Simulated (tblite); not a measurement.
# FH4O4Ti: the cost of one run

Programs: tblite 0.8.0 and PySCF 2.14.0. All values are calculated, for the isolated system unless a continuum is named. Atoms count from 0, parts from 1.

### 1 Starting point

10 atoms, charge 0, multiplicity 2; geometry: rigid parts in contact. Parts: 1 = atoms 0–7, `[OH][Ti]([OH])([OH])[F]`, charge 0; 2 = atoms 8–9, `[OH]`, charge 0.

### 2 Docking the parts with GFN2-xTB

The job: settings as JSON, then the geometry in Å.

```
{"job": {"kind": "dock", "xc": "GFN2-xTB", "basis": "xTB"}, "charge": 0, "multiplicity": 2, "parts": [{"atoms": "0-7", "charge": 0, "multiplicity": 1}, {"atoms": "8-9", "charge": 0, "multiplicity": 2}]}
O      0.362230     0.937854    -1.291638
Ti    -0.335721     0.042020    -0.006660
O      0.284792     0.602641     1.489782
O      0.019755    -1.623821    -0.198565
F     -2.053343     0.260379    -0.027181
H      0.841662     1.758103    -1.429785
H      0.578969     0.266427     2.339569
H      0.301656    -2.243603    -0.875522
O     -1.851172     2.600291    -1.132914
H     -1.385077     1.804759    -1.412103
```

Method: GFN2-xTB search for minima from random contacts, gas phase.

Run with:

```bash
$ OMP_NUM_THREADS=1 python cluster_run.py task.json out
```

This one command runs all jobs of the session in turn.

**Question.** How long does this first job take on 1 thread of AMD EPYC 9R45, shared host?

About 24 s.
